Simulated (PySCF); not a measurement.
**A gas-phase reaction: Ga2H8N2S + BF3 → BF2Ga2H7N2S + FH**

Wanted: the reaction energy for `[SH][GaH-]1[NH2+][GaH2-][NH2+]1` + `FB(F)F` → `FB(F)[S][GaH-]1[NH2+][GaH2-][NH2+]1` + `F`.

Programs: PySCF 2.14.0. All values are calculated, for the isolated system unless a continuum is named. Atoms count from 0, parts from 1.

### Step 1. The system as given

Each species was relaxed by itself at GFN2-xTB.

### Step 2. Energies of the species: PBE0-D3(BJ)/def2-SVP

What the job is given:

```
{"job": {"kind": "react", "xc": "PBE0", "basis": "def2-SVP", "disp": "d3bj"}, "charge": 0, "multiplicity": 1}
-1 Ga2H8N2S charge 0 multiplicity 1
S      2.140170     1.448000    -1.360300
Ga     0.026270     0.943860    -1.001390
N     -0.252580    -1.096580    -0.925960
Ga    -0.331290    -1.048040     1.089600
N     -0.409420     0.967100     1.012500
H      2.499160     0.574210    -0.420350
H     -1.206150     1.526850    -1.730990
H      0.447720    -1.699750    -1.361380
H     -1.140570    -1.359040    -1.358820
H      1.038340    -1.478280     1.653180
H     -1.673450    -1.611590     1.586290
H     -1.345530     1.340490     1.182910
H      0.207330     1.492760     1.634700

-1 BF3 charge 0 multiplicity 1
F      1.300240    -0.023770    -0.005400
B      0.000040    -0.000060     0.000090
F     -0.629410     1.137860     0.009810
F     -0.670880    -1.114020    -0.004500

+1 BF2Ga2H7N2S charge 0 multiplicity 1
F     -1.491350    -4.061980    -0.364700
B     -1.078840    -2.825290    -0.481050
F     -1.965140    -1.899920     0.016940
S      0.418760    -2.229520    -1.137770
Ga    -0.405900    -0.139250    -0.704570
N      1.188880     1.088330    -1.014660
Ga     0.979760     1.842070     0.842820
N     -0.371230     0.376290     1.246720
H     -1.642520     0.426490    -1.411530
H      2.061010     0.568860    -1.151700
H      1.127170     1.724670    -1.810280
H      0.247120     3.196610     0.790460
H      2.256340     1.599810     1.673040
H     -0.042010    -0.337580     1.901420
H     -1.282060     0.670400     1.604860

+1 FH charge 0 multiplicity 1
F      0.466150    -0.003290     0.008270
H     -0.466150     0.003290    -0.008270
```

Level: PBE0-D3(BJ)/def2-SVP reaction energy of separated species, gas phase.

Run with:

```console
$ OMP_NUM_THREADS=1 python cluster_run.py task.json out
```

This one command runs all jobs of the session in turn.

**Question.** The jobs that follow are: BLYP-D3(BJ)/def2-SVP reaction energy of separated species, gas phase; M06-2X/cc-pVDZ reaction energy of separated species, gas phase; SCAN/3-21G reaction energy of separated species, gas phase. Predict: reaction energy (PBE0-D3(BJ)/def2-SVP); ΔH, ΔG at 298 K (xTB thermal terms). Thermal terms come from harmonic xTB runs on each species.

As calculated:

| quantity | value |
| --- | --- |
| reaction energy (PBE0-D3(BJ)/def2-SVP) | 22.52 kcal/mol |
| ΔH, ΔG at 298 K (xTB thermal terms) | +23.4, +25.3 kcal/mol |
| range of the reaction energy over the runs of this table | 20.70 to 26.30 kcal/mol |

What this shows: The reaction is endothermic by 23.4 kcal/mol in the gas phase; dispersion gives -1.14, and xTB itself gave 14.80 for the electronic energy (xTB energies and thermal terms come from the earlier relaxation of each species, not shown). No barrier was sought. The reaction energy runs from 20.70 (M06-2X/cc-pVDZ) to 26.30 kcal/mol (BLYP-D3(BJ)/def2-SVP). Some runs hold a dispersion term and some don't. A small split-valence basis is among them. Tight-binding geometries are rough for metal atoms; that holds for every run here that uses one unrelaxed.
